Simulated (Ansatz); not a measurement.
# SiRu3F: the cost of one run

Method: DFT PBE, scalar-relativistic, plane waves, PAW, in Ansatz 0.2.0.

## Step 1: The starting structure

Symmetry: Pm-3m, No. 221, cubic system. Conventional cell: a = 4.038 Å, b = 4.038 Å, c = 4.038 Å, α = 90.00°, β = 90.00°, γ = 90.00°. Si (site symmetry m-3m) has 12 Ru at 2.86 Å as nearest neighbours. Around Ru (site symmetry 4/mmm) lie 2 F at 2.02 Å and 4 Si at 2.86 Å and 8 Ru at 2.86 Å. F (site symmetry m-3m) is surrounded by 6 Ru at 2.02 Å.

Structure file:

```
CELL_PARAMETERS angstrom
4.03771 0.00000 0.00000
0.00000 4.03771 0.00000
0.00000 0.00000 4.03771
ATOMIC_POSITIONS crystal
Si 0.00000 0.00000 0.00000
Ru 0.00000 0.50000 0.50000
Ru 0.50000 0.00000 0.50000
Ru 0.50000 0.50000 0.00000
F 0.50000 0.50000 0.50000
```

A structure generator made this guess: species swapped into a database cell of LuBRh3 (Pm-3m, No. 221), with Si on the Lu sites, F on the B sites and Ru on the Rh sites. Lengths come from tabulated atomic sizes and are only a guess.

## Step 2: A first look at the guess

input.yaml reads:

```yaml
crystal:
  lattice:
    - [4.03770805, 0.0, 0.0]
    - [0.0, 4.03770805, 0.0]
    - [0.0, 0.0, 4.03770805]
  atoms:
    - { symbol: Si, position: [0.0, 0.0, 0.0] }
    - { symbol: Ru, position: [0.0, 0.5, 0.5], spin: 1.0 }
    - { symbol: Ru, position: [0.5, 0.0, 0.5], spin: 1.0 }
    - { symbol: Ru, position: [0.5, 0.5, 0.0], spin: 1.0 }
    - { symbol: F, position: [0.5, 0.5, 0.5] }
basis:
  ecutwfc: 420
kpoints:
  mp_grid: { grid: [4, 4, 4] }
hamiltonian:
  xc: pbe
scf:
  occupations: { method: gaussian, width: 0.1 }
  lower_state_search: "off"
output:
  forces: true
  stress: true
  eigenvalues: true
  populations: true
magnetization:
  spin_polarized: true
```

On the command line:

```console
$ ansatz run input.yaml --threads 1 --pin off --max-ram 2048MiB --backend cpu --events-out ev --progress --plain --runs-dir out
```

**Question.** How long does this run take on 1 thread of Arm Neoverse V2, shared host, and how much memory does it need?

About 6.2 s, with a peak of 0.38 GiB.
